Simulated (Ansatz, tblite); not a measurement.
# The cluster As₄P: a ladder of methods and basis sets

How do method and basis change the picture of the cluster As₄P (doublet)?

Method: as each input shows; program: Ansatz 0.2.0, Gaussian basis.

Levels to be run: GFN1-xTB, GFN2-xTB, PBE-D4/def2-TZVP, r2SCAN-D4/def2-TZVP, BLYP-D4/def2-TZVP, HSE06-D4/def2-TZVP, LC-ωPBE(0.10)/def2-SVP, LC-ωPBE(0.15)/def2-SVP, LC-ωPBE(0.20)/def2-SVP, LC-ωPBE(0.30)/def2-SVP, PBE-D4/def2-SVP, PBE0-D4/def2-SVP, HF/STO-3G, PBE0-D4/def2-TZVPD, PBE-D4/def2-TZVPD, r2SCAN-D4/def2-TZVPD, MP2/def2-TZVP, RPA/def2-TZVP.

2 further runs of the same task are left out: 2 set aside as unsound or not needed.

**1. The structure**

The doublet was relaxed beforehand with B3LYP-D4/def2-SVP. At that level it is the lowest of the isomers that a small search found.

5 atoms, charge 0, spin multiplicity 2.

Bond lengths: P1–As2 2.333 Å, P1–As4 2.400 Å, P1–As5 2.400 Å, As2–As4 2.511 Å, As2–As5 2.511 Å, As3–As4 2.473 Å, As3–As5 2.473 Å. Angles: As2–P1–As4 64.1°, As2–P1–As5 64.1°, As4–P1–As5 85.0°, P1–As2–As4 59.3°, P1–As2–As5 59.3°, As4–As2–As5 80.5°, As4–As3–As5 82.0°, P1–As4–As2 56.7°, P1–As4–As3 90.7°, As2–As4–As3 89.7°, P1–As5–As2 56.7°, P1–As5–As3 90.7°, As2–As5–As3 89.7°.

PBE0-D4/def2-TZVP was run before; its log isn't repeated, and its numbers join the tables.

**2. GFN1-xTB**

Tight binding, by tblite at 300 K electronic temperature and without a spin-polarisation term:

```python
tblite.interface.Calculator('GFN1-xTB', numbers, positions, charge=0, uhf=1).singlepoint()
```

Energy -328.8223 eV; 0.006 s.

**3. GFN2-xTB**

Tight binding, by tblite at 300 K electronic temperature and without a spin-polarisation term:

```python
tblite.interface.Calculator('GFN2-xTB', numbers, positions, charge=0, uhf=1).singlepoint()
```

Energy -327.0153 eV; 0.009 s.

**4. PBE-D4/def2-TZVP**

start.molden holds the orbitals of an earlier run on this state, given as this run's starting guess.

in.yaml

```yaml
crystal:
  periodic: [false, false, false]
  atoms:
    - {symbol: P, position_ang: [0.383210, 0.118345, -1.602834]}
    - {symbol: As, position_ang: [1.540524, 0.729024, 0.328118]}
    - {symbol: As, position_ang: [-1.570231, -0.687660, 1.147323]}
    - {symbol: As, position_ang: [0.507200, -1.549875, 0.118688]}
    - {symbol: As, position_ang: [-0.860704, 1.390166, 0.008715]}
basis:
  gaussian: {orbitals: def2-TZVP, initial_orbitals: start.molden}
magnetization: {spin_polarized: true, initial_magnetization: 1}
hamiltonian: {xc: pbe, dispersion: d4}
scf: {omitted_lower_state_checks: [starts]}
output: {orbitals: {seedname: orbitals}}
```

Started as:

```bash
$ ansatz run in.yaml --threads 4 --pin off --events-out ev --progress --plain --max-ram 8704MiB
```

Further steps of the session: r2SCAN-D4/def2-TZVP; BLYP-D4/def2-TZVP; HSE06-D4/def2-TZVP; LC-ωPBE(0.10)/def2-SVP; LC-ωPBE(0.15)/def2-SVP; LC-ωPBE(0.20)/def2-SVP; LC-ωPBE(0.30)/def2-SVP; PBE-D4/def2-SVP; PBE0-D4/def2-SVP; HF/STO-3G; PBE0-D4/def2-TZVPD; PBE-D4/def2-TZVPD; r2SCAN-D4/def2-TZVPD; MP2/def2-TZVP; RPA/def2-TZVP.

Q: Predict the results of all the runs planned. Wanted: gap in def2-TZVP, named functionals, smallest and largest; gap over the ω; correlation energy, MP2/def2-TZVP; binding an atom, functionals in def2-TZVP; ⟨S²⟩ in def2-TZVP, named functionals, smallest and largest; PBE0 total energy, smallest basis above largest.

The runs gave:

```
                                                  quantity                                 value
 gap in def2-TZVP, named functionals, smallest and largest  0.78 eV (BLYP-D4), 2.75 eV (PBE0-D4)
                                   gap over the ω (1/bohr)        3.70 eV at 0.1, 6.65 eV at 0.3
                         correlation energy, MP2/def2-TZVP                             -31.70 eV
                 binding an atom, functionals in def2-TZVP  2.56 (r2SCAN-D4) to 2.79 eV (PBE-D4)
⟨S²⟩ in def2-TZVP, named functionals, smallest and largest                          0.755, 0.763
           PBE0 total energy, smallest basis above largest       33.39 eV (def2-SVP, def2-TZVPD)
```

In words: Over the named functionals in def2-TZVP the gap runs from 0.78 eV (BLYP-D4) to 2.75 eV (PBE0-D4); exact exchange widens it. Raising the ω (1/bohr) from 0.1 to 0.3 moves the HOMO by -1.71 eV and the LUMO by +1.25 eV. Over the named functionals in def2-TZVP spin contamination reaches 0.01 (r2SCAN-D4), which is small.
